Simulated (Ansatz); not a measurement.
# CH₄GeS: small, medium and large basis sets

The task here is to estimate one member of a computed series from the others.

Program: Ansatz 0.2.0, Gaussian basis. Level of theory: one geometry, several basis sets. These are calculated values, not measurements.

Levels to be run: PBE0-D4/def2-SVP; ωB97M-V/def2-SVP; PBE0-D4/def2-QZVPP; ωB97M-V/def2-QZVPP; the functionals' def2-TZVPP values are taken from earlier runs.

### Structure used throughout

All runs share one geometry, relaxed beforehand with PBE0-D4 in a triple-zeta def2 set.

SMILES `S=[CH][GeH3]`, 7 atoms, charge 0, spin multiplicity 1.

Atoms are counted from 1 here; the program's logs count them from 0.

Bond lengths: S1–C2 1.607 Å, C2–Ge3 1.962 Å, C2–H4 1.094 Å, Ge3–H5 1.539 Å, Ge3–H6 1.539 Å, Ge3–H7 1.530 Å. Angles: S1–C2–Ge3 124.3°, S1–C2–H4 119.0°, Ge3–C2–H4 116.6°, C2–Ge3–H5 108.7°, C2–Ge3–H6 108.7°, C2–Ge3–H7 108.6°, H5–Ge3–H6 108.4°, H5–Ge3–H7 111.2°, H6–Ge3–H7 111.2°.

Set-up of the first run:

in.yaml

```yaml
crystal:
  periodic: [false, false, false]
  atoms:
    - {symbol: S, position_ang: [0.113391, -2.333919, 0.621455]}
    - {symbol: C, position_ang: [-0.561651, -0.986623, 0.064683]}
    - {symbol: Ge, position_ang: [0.366374, 0.736058, -0.085325]}
    - {symbol: H, position_ang: [-1.607196, -1.010197, -0.257200]}
    - {symbol: H, position_ang: [0.334106, 1.187141, -1.556243]}
    - {symbol: H, position_ang: [-0.388401, 1.777984, 0.758936]}
    - {symbol: H, position_ang: [1.804577, 0.561457, 0.407995]}
basis:
  gaussian: {orbitals: def2-SVP}
hamiltonian: {xc: pbe0, dispersion: d4}
output: {orbitals: {seedname: orbitals}}
```

Steps of the session up to this table: PBE0-D4 in def2-SVP; ωB97M-V in def2-SVP; PBE0-D4 in def2-QZVPP; ωB97M-V in def2-QZVPP.

One table of the session follows, with a row left open; its other results are not shown here.

It belongs to the step «Functionals by basis». 

| functional | basis | HOMO (eV) | LUMO (eV) |
| --- | --- | --- | --- |
| PBE0-D4 | def2-SVP | ? | ? |
| PBE0-D4 | def2-TZVPP | -6.42 | -2.67 |
| PBE0-D4 | def2-QZVPP | -6.45 | -2.70 |
| ωB97M-V | def2-SVP | -8.41 | -0.23 |
| ωB97M-V | def2-TZVPP | -8.58 | -0.46 |
| ωB97M-V | def2-QZVPP | -8.62 | -0.52 |

Q: Estimate the row for PBE0-D4, def2-SVP from the others.

As computed: HOMO (eV): -6.28; LUMO (eV): -2.52. In the column «HOMO (eV)» it is the highest.
